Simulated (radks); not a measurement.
**Tm⁴⁺ in [Xe] 4f11: an all-electron calculation**

What are the levels of the thulium ion Tm4+, how large are its shells, and how does its energy divide?

Method: scalar-relativistic Kohn-Sham, PBEsol, spin-polarised, spherical densities, finite nucleus; open shells are filled with parallel spins first. Code: radks (a radial shooting solver on a logarithmic mesh, Libxc functionals) version 1.

## (1) The atom as given

```
element            : thulium (Z = 69)
charge             : +4
electrons          : 65
configuration      : [Xe] 4f11
nuclear rms radius : 5.2256 fm
```

The outer shells:

Tm⁴⁺
```
[Xe] core
4f [↑↓][↑↓][↑↓][↑↓][↑ ][↑ ][↑ ]
```

## (2) The calculation

Settings of this run:

```text
Z 69
configuration [Xe] 4f11 6s0 5d0
relativity scalar-relativistic
functional pbe_sol,pbe_sol
spin polarised
nucleus finite rms 5.2256 fm
c 137.035999084
```

Q: Predict the outcome of this run.

As calculated:

```
                        quantity                     value
                    total energy       -13558.4560 hartree
exchange-correlation share of it                    2.06 %
                            −T/E                    1.0867
          highest occupied level       4f down, -55.363 eV
    most extended occupied level  5p down, <r> = 1.37 bohr
 radius at density 0.001 e/bohr³                 2.95 bohr
    maxima of the radial density                         4
         ionisation energy, NIST       65.4 (semi-emp.) eV
```

**Reading.** The radial density shows 4 maxima for 5 occupied principal shells; where shells overlap, one shows as a shoulder or not at all. Relativity lifts −T/E to 1.087. Minus the highest eigenvalue, 55.363 eV, is 85 % of the tabulated ionisation energy (65.4 eV); the potential of a semilocal functional falls off too fast, so its top eigenvalue is too shallow. Open shells are spherical and high-spin; term and fine-structure splittings are not resolved. Spin-orbit splitting is averaged out at the scalar-relativistic level.
